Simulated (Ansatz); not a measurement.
This script makes an atomisation energy of CH₇BNP, SMILES NCBP with Ansatz 0.2.0, Python API.

`tae_ch7bnp.py`
```python
"""Energy to split CH7BNP into its atoms."""

from collections import Counter

import ansatz as az

BASIS_SET = "aug-cc-pVDZ"
LEVEL = "MP2"


def energy_of(molecule, charge=0, unpaired=0):
    calc = molecule.calculation().basis(gaussian=BASIS_SET).correlation(LEVEL).accuracy("high")
    if charge:
        calc = calc.charge(charge)
    if unpaired:
        calc = calc.spin("collinear", total=unpaired)
    report = calc.run().report
    if report["published_state_doubts"]:
        print("  doubts:", report["published_state_doubts"])
    return report["free_energy_ev"]

geometry_ang = [
    ("N", (-0.8109, 1.0293, -0.4457)),
    ("C", (-0.7906, -0.1079, 0.3969)),
    ("B", (0.6933, -0.4084, 0.777)),
    ("P", (2.0995, -0.8584, -0.5671)),
    ("H", (-1.8476, 1.1655, -0.7964)),
    ("H", (-0.653, 1.9339, 0.1247)),
    ("H", (-1.3568, 0.0583, 1.3261)),
    ("H", (-1.1579, -0.9678, -0.1495)),
    ("H", (1.0512, -0.3955, 1.9698)),
    ("H", (1.7161, 0.2754, -1.3802)),
    ("H", (1.1222, -1.7815, -1.2351)),
]
molecule = az.Crystal.molecule()
for symbol, xyz in geometry_ang:
    molecule = molecule.atom(symbol, xyz)

# Hund ground states
unpaired = {"N": 3, "C": 2, "B": 1, "P": 3, "H": 1}
counts = Counter(site.symbol for site in molecule.cartesian_sites)
atom_energy = {s: energy_of(az.Crystal.molecule().atom(s, (0, 0, 0)), 0, unpaired[s]) for s in counts}
whole = energy_of(molecule, 0, 0)
for s, e in atom_energy.items():
    print(f"{s:2s} x{counts[s]}  {e:14.5f} eV")
print(f"CH7BNP: {whole:.5f} eV")
split = sum(counts[s] * e for s, e in atom_energy.items()) - whole
print(f"atomisation energy (no zero-point term): {split:.3f} eV, {split / sum(counts.values()):.3f} eV an atom")
```

What does it cost to take this molecule apart into atoms?

34.717 eV from the electronic energies, without the zero-point term.

The output:

```console
$ python tae_ch7bnp.py
N  x1     -1482.15451 eV
C  x1     -1026.99757 eV
B  x1      -668.51964 eV
P  x1     -9273.01140 eV
H  x7       -13.58758 eV
CH7BNP: -12580.51327 eV
atomisation energy (no zero-point term): 34.717 eV, 3.156 eV an atom
```

Reading the output:
- The settings weren't tested for convergence.
- The geometry is a force-field or estimated start, not a minimum of this method, and the basis set is short of its limit. All parts are taken at fixed geometry, without zero-point energy.
- In double-zeta sets correlated atomisation energies come out some 10 to 15 % low.
- For Al to Cl the sets with a tight d function, cc-pV(X+d)Z, are usual.
- It ran for 12 s on 1 thread of Intel(R) Xeon(R) Platinum 8488C (Sapphire Rapids) (shared host), peak memory 0.75 GiB.

(Lines on the test bed's own set-up are left out of the output.)
